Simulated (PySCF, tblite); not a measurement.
# C5H12N2OSi2: geometry, infrared bands and NMR shifts

What infrared bands and NMR shifts should C5H12N2OSi2 (`[H]/N=C/C(=C/[SiH2][SiH3])NC(C)=O`) show?

Computed with tblite 0.8.0 and PySCF 2.14.0, with density-fitted response routines of our own, on a single molecule in the gas phase. Atoms count from 0, in the outputs and in this text.

## 1. The starting structure

22 atoms, charge 0, multiplicity 1; geometry from: force field or distance geometry start.

Bonds of the start (Å): C0–C1 1.49, C1–O2 1.27, C1–N3 1.44, N3–C4 1.44, C4–C5 1.47, C5–N6 1.29, C4–C7 1.33, C7–Si8 1.83, Si8–Si9 2.22, C0–H10 1.14, C0–H11 1.09, C0–H12 1.12, N3–H13 1.03, C5–H14 1.08, N6–H15 1.03, C7–H16 1.08, Si8–H17 1.47, Si8–H18 1.47, Si9–H19 1.49, Si9–H20 1.46, Si9–H21 1.50.

## 2. Optimising the geometry with GFN2-xTB

The job: settings as JSON, then the geometry in Å.

```
{"job": {"kind": "relax", "xc": "GFN2-xTB", "basis": "xTB"}, "charge": 0, "multiplicity": 1}
C     -1.781300     2.286300     0.538600
C     -1.378300     0.853600     0.637400
O     -1.498500     0.251200     1.748100
N     -0.833600     0.207800    -0.526700
C     -0.457700    -1.165400    -0.345700
C     -1.524800    -2.090700     0.043500
N     -1.176300    -3.322800     0.191400
C      0.793400    -1.567300    -0.545800
Si     2.154800    -0.448000    -1.049600
Si     2.473200     1.243600     0.345600
H     -2.518900     2.279000    -0.325100
H     -0.941400     2.963600     0.373700
H     -2.384000     2.507300     1.459400
H     -0.728500     0.718800    -1.420500
H     -2.544800    -1.769700     0.214200
H     -1.829600    -4.068000     0.483500
H      0.982900    -2.623900    -0.398200
H      3.366800    -1.282400    -1.003900
H      2.008400     0.017800    -2.435800
H      2.981800     0.781000     1.662600
H      1.302600     2.095900     0.566300
H      3.523100     2.151700    -0.213800
```

Command:

```console
$ OMP_NUM_THREADS=1 python probes_run.py task.json out
```

This one command runs all jobs of the session in turn.

**Question.** This job is followed by: GFN2-xTB harmonic vibrations, gas phase; GIAO PBE0/pcSseg-1 NMR shielding, non-relativistic, gas phase. What will the session give for the following? strongest single infrared mode (GFN2-xTB); zero-point energy (GFN2-xTB); 13C shifts against TMS (PBE0/pcSseg-1); 1H shifts against TMS (PBE0/pcSseg-1, means over atoms taken as alike); 17O shifts against H2O (PBE0/pcSseg-1); 15N shifts against NH3 (PBE0/pcSseg-1); 29Si shifts against TMS (PBE0/pcSseg-1).

As calculated:

| quantity | value |
| --- | --- |
| strongest single infrared mode (GFN2-xTB) | 1756 cm⁻¹, 550 km/mol |
| zero-point energy (GFN2-xTB) | 97.4 kcal/mol |
| 13C shifts against TMS (PBE0/pcSseg-1) | 169.5, 168.6, 158.2, 103.4, 25.7 ppm |
| 1H shifts against TMS (PBE0/pcSseg-1, means over atoms taken as alike) | 11.23, 8.99, 6.61, 6.41, 4.33, 3.47, 2.09 ppm |
| 17O shifts against H2O (PBE0/pcSseg-1) | 456.0 ppm |
| 15N shifts against NH3 (PBE0/pcSseg-1) | 358.1, 164.2 ppm |
| 29Si shifts against TMS (PBE0/pcSseg-1) | -95.4, -118.1 ppm |

Over 130 steps the energy fell by 0.881 eV; of the close pairs, Si8–Si9 changed most, 2.216 to 2.318 Å. The lowest mode is imaginary (34i cm⁻¹), so the xTB geometry is not a minimum. The strongest single mode, at 1756 cm⁻¹, moves mainly C1 and O2. Unscaled tight-binding wavenumbers are off by several per cent, some by more. Its intensities can rank the bands wrongly. At PBE0/pcSseg-1: The largest span, 788 ppm, is at O2, where the paramagnetic term is -522 ppm.
